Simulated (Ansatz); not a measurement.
# Co (P6_3/mmc): equation of state

How stiff is Co (P6_3/mmc)? Energies and pressures are computed at volumes on both sides of the relaxed cell and fitted. Whether the element takes this structure at low temperature is a separate question.

Computed with Ansatz 0.2.0 (DFT LDA, scalar-relativistic, plane waves, PAW, unless a step's input says otherwise).

## 1. The system as given

Symmetry: P6_3/mmc, No. 194, hexagonal system. The conventional cell has a = 2.429 Å, b = 2.429 Å, c = 3.918 Å, α = 90.00°, β = 90.00°, γ = 120.00°. Around Co (site symmetry -6m2) lie 12 Co at 2.41 to 2.43 Å.

Coordinates:

```
Co
1.0
     2.42947    0.00000    0.00000
    -1.21473    2.10398    0.00000
     0.00000    0.00000    3.91797
Co
2
Cartesian
  0.0000 1.4027 0.9795
  1.2147 0.7013 2.9385
```

An earlier run at LDA left this cell at 10.013 Å³/atom and 0.00 GPa (20×20×12 mesh).

Volume factors to run: 0.980, 1.020, 0.960, 1.040.

## 2. Volume × 0.980

Input file input.yaml:

```yaml
crystal:
  lattice:
    - [2.4131595258, 0.0, 0.0]
    - [-1.2065797629, 2.0898574527, 0.0]
    - [0.0, 0.0, 3.8916785364]
  atoms:
    - { symbol: Co, position: [0.3333333333, 0.6666666667, 0.25], spin: 1.72 }
    - { symbol: Co, position: [0.6666666667, 0.3333333333, 0.75], spin: 1.72 }
basis:
  ecutwfc: 420
  ecutrho_ratio: 4
kpoints:
  mp_grid: { grid: [20, 20, 12] }
hamiltonian:
  xc: lda
scf:
  occupations: { method: gaussian, width: 0.05 }
output:
  forces: true
  stress: true
  eigenvalues: true
  populations: true
magnetization:
  spin_polarized: true
relax:
  f_tol: 0.01
  max_steps: 40
  cell: { stress_tol: 0.1, fix: [volume] }
```

Launch:

```sh
$ ansatz run input.yaml --threads 1 --pin off --max-ram 2560MiB --backend cpu --events-out ev --progress --plain --runs-dir out
```

Output (excerpt; [...] marks lines left out):

```text
Warning: RAYON_NUM_THREADS=1 ignored (pool sized by the plan → 1); use --threads N
[...]
Pseudopotentials: kind: paw
Pseudopotential: Co, paw, valence charge 17, recommended cutoff 420 eV (normal), Co.paw.azcp
Functional definition: SPW92
[...]
Crystal: 2 atoms, lattice volume = 19.626 Å³
Basis set: ecut = 420 eV, 379 PW (Γ)
Bands: 23, of which v1, the nominal top of the filled ones, is band 17 counted from 1 (16 counted from 0)
Symmetry: 24 space group operations
Space group: P63/mmc (ITA 194), of the structure as read, at distance tolerance 2.7e-5 Å
Magnetic group: BNS 194.263 (UNI 1493), of the structure as read, at distance tolerance 2.7e-5 Å
k-points: 308 of 4800
[...]
Starting moments: Σ|m| = 3.44 μB on 2 of 2 sites
[...]
SCF iter   1: F=—  HF=-10124.909565 eV  |F-HF|=—  |Δ(HF+E_count)|=         —  Δρ=1.16e-1 (↑6.95e-2 ↓1.16e-1)  dr2=3.71e0  dr2_m=1.07e-1  M=3.144 μB ∫|m|=3.237 μB  β_m=0.30  ethr=3.10e-3  ⟨swp⟩=5.2  Hψ=53388  notcnv=0
[...]
at 1 of the mixer's solves, the last at iteration 5, it left a direction of its history that read negative out of its fit and stepped the other way along it
[...]
relax step   1: F+E_penalty+E_count = -10125.52946330 eV  Δ(F+E_penalty+E_count) = +0.000e0 eV  max|allowed force component| = 1.850e-17 eV/Å  Δτ_max = 0.0000 Å  P = +5.707 GPa  Ω = 19.626 Å³  fix = [volume]  reactions: volume +5.707 GPa  (11 SCF iters, dr2 threshold 1.00e-7 eV, accepted)
[...]
SCF converged after 5 iterations
Magnetization: 3.0041 μB (18.5021 up, 15.4979 down)
Absolute magnetization: 3.1862 μB (∫|ρ↑−ρ↓|, with the PAW one-centre terms)
Spin contamination: 0.0288 ħ² per cell (⟨S²⟩ above its minimum at these occupations)
Per-site moments (μB) at R_I (Å): [(1.5441772226827182, 0.9871947572517636), (1.544177222682718, 0.9871947572517636)]
Free energy (F): -10125.529463 eV
[...]
E sigma→0 (E₀):  -10125.528599 eV
Entropy (-TS):   -0.001728 eV (-0.864 meV/atom)
Fermi energy:    20.577670 eV
[...]
--- Forces (eV/Å), atoms counted from 1 ---
  atom   1  Co     0.00000000     0.00000000     0.00000000
  atom   2  Co     0.00000000    -0.00000000    -0.00000000
[...]
--- Stress (GPa, compression-positive) ---
        5.708416       0.000000      -0.000000
        0.000000       5.708416      -0.000000
       -0.000000      -0.000000       5.705903
  P = ⅓ Tr σ = 5.7076 GPa (57.076 kbar)
--- Band table (eV; the first three rows and the last of 616) ---
[... band rows left out ...]
[...]
--- Relaxed structure (1 steps of the walk, 1 accepted, 1 SCFs on fresh bases) ---
  F+E_penalty+E_count = -10125.52946330 eV   max|allowed force component| = 9.252e-18 eV/Å   (the final SCF, on the basis selected at the relaxed cell)
  cell:  # Å, volume = 19.6264 Å³
    - [2.4131595257842906, 0.0, 0.0]
    - [-1.2065797628921453, 2.0898574527136047, 0.0]
    - [0.0, 0.0, 3.8916785364]
  atoms:
    - { symbol: Co, position: [0.3333333333333333, 0.6666666666666666, 0.25000000000000006] }
    - { symbol: Co, position: [0.6666666666666665, 0.3333333333333333, 0.7500000000000001] }
--- Löwdin populations: 2 sites ---
  site symbol       q [e]    m [muB]
     0     Co     16.7936     1.5443
     1     Co     16.7936     1.5443
  spilling = 0.012138 (of n_electrons = 34.000000)
```

Wall time 71 s (1 thread of Arm Neoverse N1, shared host); peak memory 0.49 GiB.

How the relaxation went:

| step | energy from step 1 (meV/atom) | largest force component (eV/Å) | pressure (GPa) | volume (Å³/atom) |
| --- | --- | --- | --- | --- |
| 1 | 0.0 | 0.000 | 5.71 | 9.813 |
| 2 | 0.0 | 0.000 | 5.71 | 9.813 |

Step 1 is the start. Step 2 repeats the geometry before it on a plane-wave basis chosen anew for the final cell, which leaves the energy as it was. The run keeps the 24 symmetry operations that it found, so it can't reach a distortion that breaks them.

This gives: volume 9.813 Å³/atom, pressure 5.71 GPa, no gap, moments in the atoms' spheres Co 1.54 μB.

## 3. Scaling the volume by 1.020

input.yaml: that of step 2 with these lines changed.

```diff
@@ -2,5 +2,5 @@
   lattice:
-    - [2.4131595258, 0.0, 0.0]
-    - [-1.2065797629, 2.0898574527, 0.0]
-    - [0.0, 0.0, 3.8916785364]
+    - [2.4455547944, 0.0, 0.0]
+    - [-1.2227773972, 2.1179125783, 0.0]
+    - [0.0, 0.0, 3.9439220662]
   atoms:
```

Launch:

```sh
$ ansatz run input.yaml --threads 1 --pin off --max-ram 2560MiB --backend cpu --events-out ev --progress --plain --runs-dir out
```

Output (excerpt; [...] marks lines left out):

```text
Warning: RAYON_NUM_THREADS=1 ignored (pool sized by the plan → 1); use --threads N
[...]
Pseudopotentials: kind: paw
Pseudopotential: Co, paw, valence charge 17, recommended cutoff 420 eV (normal), Co.paw.azcp
Functional definition: SPW92
[...]
Crystal: 2 atoms, lattice volume = 20.427 Å³
Basis set: ecut = 420 eV, 391 PW (Γ)
Bands: 23, of which v1, the nominal top of the filled ones, is band 17 counted from 1 (16 counted from 0)
Symmetry: 24 space group operations
Space group: P63/mmc (ITA 194), of the structure as read, at distance tolerance 2.7e-5 Å
Magnetic group: BNS 194.263 (UNI 1493), of the structure as read, at distance tolerance 2.7e-5 Å
k-points: 308 of 4800
[...]
Starting moments: Σ|m| = 3.44 μB on 2 of 2 sites
[...]
--- Stress (GPa, compression-positive) ---
       -5.100667       0.000000      -0.000000
        0.000000      -5.100667      -0.000000
       -0.000000      -0.000000      -5.123866
  P = ⅓ Tr σ = -5.1084 GPa (-51.084 kbar)
--- Band table (eV; the first three rows and the last of 616) ---
[... band rows left out ...]
[...]
--- Relaxed structure (1 steps of the walk, 1 accepted, 1 SCFs on fresh bases) ---
  F+E_penalty+E_count = -10125.52994022 eV   max|allowed force component| = 1.850e-17 eV/Å   (the final SCF, on the basis selected at the relaxed cell)
  cell:  # Å, volume = 20.4274 Å³
    - [2.445554794401599, 0.0, 0.0]
    - [-1.2227773972007996, 2.117912578298615, 0.0]
    - [0.0, 0.0, 3.9439220662]
  atoms:
    - { symbol: Co, position: [0.3333333333333333, 0.6666666666666666, 0.25] }
    - { symbol: Co, position: [0.6666666666666666, 0.3333333333333333, 0.75] }
--- Löwdin populations: 2 sites ---
  site symbol       q [e]    m [muB]
     0     Co     16.7911     1.5842
     1     Co     16.7911     1.5842
  spilling = 0.012288 (of n_electrons = 34.000000)
```

Wall time 68 s (1 thread of Arm Neoverse N1, shared host); peak memory 0.49 GiB.

The steps of the relaxation:

| step | energy from step 1 (meV/atom) | largest force component (eV/Å) | pressure (GPa) | volume (Å³/atom) |
| --- | --- | --- | --- | --- |
| 1 | 0.0 | 0.000 | -5.11 | 10.214 |
| 2 | 0.0 | 0.000 | -5.11 | 10.214 |

Step 1 is the start. Step 2 repeats the geometry before it on a plane-wave basis chosen anew for the final cell, which leaves the energy as it was. The run keeps the 24 symmetry operations that it found, so it can't reach a distortion that breaks them.

Read off: volume 10.214 Å³/atom, pressure -5.11 GPa, a metal on this mesh, moments in the atoms' spheres Co 1.58 μB.

## 4. Volume × 0.960

Input file input.yaml:

```yaml
crystal:
  lattice:
    - [2.3966305171, 0.0, 0.0]
    - [-1.1983152586, 2.0755429113, 0.0]
    - [0.0, 0.0, 3.8650223673]
  atoms:
    - { symbol: Co, position: [0.3333333333, 0.6666666667, 0.25], spin: 1.7 }
    - { symbol: Co, position: [0.6666666667, 0.3333333333, 0.75], spin: 1.7 }
basis:
  ecutwfc: 420
  ecutrho_ratio: 4
kpoints:
  mp_grid: { grid: [20, 20, 12] }
hamiltonian:
  xc: lda
scf:
  occupations: { method: gaussian, width: 0.05 }
output:
  forces: true
  stress: true
  eigenvalues: true
  populations: true
magnetization:
  spin_polarized: true
relax:
  f_tol: 0.01
  max_steps: 40
  cell: { stress_tol: 0.1, fix: [volume] }
```

Launch:

```sh
$ ansatz run input.yaml --threads 1 --pin off --max-ram 2560MiB --backend cpu --events-out ev --progress --plain --runs-dir out
```

Output (excerpt; [...] marks lines left out):

```text
Warning: RAYON_NUM_THREADS=1 ignored (pool sized by the plan → 1); use --threads N
[...]
Pseudopotentials: kind: paw
Pseudopotential: Co, paw, valence charge 17, recommended cutoff 420 eV (normal), Co.paw.azcp
Functional definition: SPW92
[...]
Crystal: 2 atoms, lattice volume = 19.226 Å³
Basis set: ecut = 420 eV, 379 PW (Γ)
Bands: 23, of which v1, the nominal top of the filled ones, is band 17 counted from 1 (16 counted from 0)
Symmetry: 24 space group operations
Space group: P63/mmc (ITA 194), of the structure as read, at distance tolerance 2.7e-5 Å
Magnetic group: BNS 194.263 (UNI 1493), of the structure as read, at distance tolerance 2.7e-5 Å
k-points: 308 of 4800
[...]
Starting moments: Σ|m| = 3.4 μB on 2 of 2 sites
[...]
--- Stress (GPa, compression-positive) ---
       12.142192       0.000000       0.000000
       -0.000000      12.142192       0.000000
        0.000000       0.000000      12.082868
  P = ⅓ Tr σ = 12.1224 GPa (121.224 kbar)
--- Band table (eV; the first three rows and the last of 616) ---
[... band rows left out ...]
[...]
--- Relaxed structure (1 steps of the walk, 1 accepted, 1 SCFs on fresh bases) ---
  F+E_penalty+E_count = -10125.50733770 eV   max|allowed force component| = 4.626e-17 eV/Å   (the final SCF, on the basis selected at the relaxed cell)
  cell:  # Å, volume = 19.2258 Å³
    - [2.3966305171036746, 2.8867448458199675e-11, 0.0]
    - [-1.1983152585768373, 2.075542911282384, 0.0]
    - [0.0, 0.0, 3.8650223673]
  atoms:
    - { symbol: Co, position: [0.3333333333333333, 0.6666666666666666, 0.24999999999999997] }
    - { symbol: Co, position: [0.6666666666666667, 0.33333333333333326, 0.7499999999999999] }
--- Löwdin populations: 2 sites ---
  site symbol       q [e]    m [muB]
     0     Co     16.7950     1.5231
     1     Co     16.7950     1.5231
  spilling = 0.012057 (of n_electrons = 34.000000)
```

Wall time 65 s (1 thread of Arm Neoverse N1, shared host); peak memory 0.49 GiB.

Step by step:

| step | energy from step 1 (meV/atom) | largest force component (eV/Å) | pressure (GPa) | volume (Å³/atom) |
| --- | --- | --- | --- | --- |
| 1 | 0.0 | 0.000 | 12.12 | 9.613 |
| 2 | 0.0 | 0.000 | 12.12 | 9.613 |

Step 1 is the start. Step 2 repeats the geometry before it on a plane-wave basis chosen anew for the final cell, which leaves the energy as it was. The run keeps the 24 symmetry operations that it found, so it can't reach a distortion that breaks them.

This gives: volume 9.613 Å³/atom, pressure 12.12 GPa, no gap, moments in the atoms' spheres Co 1.52 μB.

## 5. At 1.040 of the relaxed volume

Input file input.yaml:

```yaml
crystal:
  lattice:
    - [2.4614354653, 0.0, 0.0]
    - [-1.2307177327, 2.1316656427, 0.0]
    - [0.0, 0.0, 3.9695326673]
  atoms:
    - { symbol: Co, position: [0.3333333333, 0.6666666667, 0.25], spin: 1.74 }
    - { symbol: Co, position: [0.6666666667, 0.3333333333, 0.75], spin: 1.74 }
basis:
  ecutwfc: 420
  ecutrho_ratio: 4
kpoints:
  mp_grid: { grid: [20, 20, 12] }
hamiltonian:
  xc: lda
scf:
  occupations: { method: gaussian, width: 0.05 }
output:
  forces: true
  stress: true
  eigenvalues: true
  populations: true
magnetization:
  spin_polarized: true
relax:
  f_tol: 0.01
  max_steps: 40
  cell: { stress_tol: 0.1, fix: [volume] }
```

Launch:

```sh
$ ansatz run input.yaml --threads 1 --pin off --max-ram 2560MiB --backend cpu --events-out ev --progress --plain --runs-dir out
```

Output (excerpt; [...] marks lines left out):

```text
Warning: RAYON_NUM_THREADS=1 ignored (pool sized by the plan → 1); use --threads N
[...]
Pseudopotentials: kind: paw
Pseudopotential: Co, paw, valence charge 17, recommended cutoff 420 eV (normal), Co.paw.azcp
Functional definition: SPW92
[...]
Crystal: 2 atoms, lattice volume = 20.828 Å³
Basis set: ecut = 420 eV, 391 PW (Γ)
Bands: 23, of which v1, the nominal top of the filled ones, is band 17 counted from 1 (16 counted from 0)
Symmetry: 24 space group operations
Space group: P63/mmc (ITA 194), of the structure as read, at distance tolerance 2.8e-5 Å
Magnetic group: BNS 194.263 (UNI 1493), of the structure as read, at distance tolerance 2.8e-5 Å
k-points: 308 of 4800
[...]
Starting moments: Σ|m| = 3.48 μB on 2 of 2 sites
[...]
--- Stress (GPa, compression-positive) ---
       -9.670245       0.000000       0.000000
       -0.000000      -9.670245       0.000000
        0.000000       0.000000      -9.737385
  P = ⅓ Tr σ = -9.6926 GPa (-96.926 kbar)
--- Band table (eV; the first three rows and the last of 616) ---
[... band rows left out ...]
[...]
--- Relaxed structure (1 steps of the walk, 1 accepted, 1 SCFs on fresh bases) ---
  F+E_penalty+E_count = -10125.51134355 eV   max|allowed force component| = 3.007e-17 eV/Å   (the final SCF, on the basis selected at the relaxed cell)
  cell:  # Å, volume = 20.8280 Å³
    - [2.4614354652851214, 2.886751386488666e-11, 0.0]
    - [-1.2307177326675607, 2.1316656426984513, 0.0]
    - [0.0, 0.0, 3.9695326673]
  atoms:
    - { symbol: Co, position: [0.33333333333333337, 0.6666666666666666, 0.25] }
    - { symbol: Co, position: [0.6666666666666667, 0.3333333333333333, 0.75] }
--- Löwdin populations: 2 sites ---
  site symbol       q [e]    m [muB]
     0     Co     16.7900     1.6007
     1     Co     16.7900     1.6007
  spilling = 0.012356 (of n_electrons = 34.000000)
```

Run time: 69 s. Hardware: 1 thread of Arm Neoverse N1, shared host; peak memory 0.5 GiB.

Relaxation path:

| step | energy from step 1 (meV/atom) | largest force component (eV/Å) | pressure (GPa) | volume (Å³/atom) |
| --- | --- | --- | --- | --- |
| 1 | 0.0 | 0.000 | -9.69 | 10.414 |
| 2 | 0.0 | 0.000 | -9.69 | 10.414 |

Step 1 is the start. Step 2 repeats the geometry before it on a plane-wave basis chosen anew for the final cell, which leaves the energy as it was. The run keeps the 24 symmetry operations that it found, so it can't reach a distortion that breaks them.

Read off: volume 10.414 Å³/atom, pressure -9.69 GPa, no gap, moments in the atoms' spheres Co 1.60 μB.

## 6. Energy and pressure against volume

Energies have the smearing extrapolated to zero and count from the lowest point.

| volume (Å³/atom) | energy (meV/atom) | pressure (GPa) | gap (eV) | moment of atom 1 (μB) |
| --- | --- | --- | --- | --- |
| 9.613 | 14.57 | 12.12 | metal | 1.52 |
| 9.813 | 3.50 | 5.71 | metal | 1.54 |
| 10.013 | 0.00 | 0.00 | metal | 1.56 |
| 10.214 | 3.26 | -5.11 | metal | 1.58 |
| 10.414 | 12.59 | -9.69 | metal | 1.60 |

volume (Å³/atom), energy (meV/atom) and a bar:
```
     9.61       14.6 ##############################
     9.81        3.5 #######
    10.01        0.0 
    10.21        3.3 #######
    10.41       12.6 ##########################
```

## 7. Outcome

| quantity | value |
| --- | --- |
| V0 | 10.013 Å³/atom |
| B0 | 270 GPa |
| B0′ | 4.6 |
| scatter of the fit | 0.002 meV/atom |

In words: A third-order Birch–Murnaghan fit puts the minimum at 10.01 Å³/atom with a bulk modulus of 270 GPa, a stiff solid. One per cent of compression takes about 2.7 GPa. The moment on atom 1 grows from 1.52 to 1.60 μB on expansion. These are values at 0 K without zero-point motion.
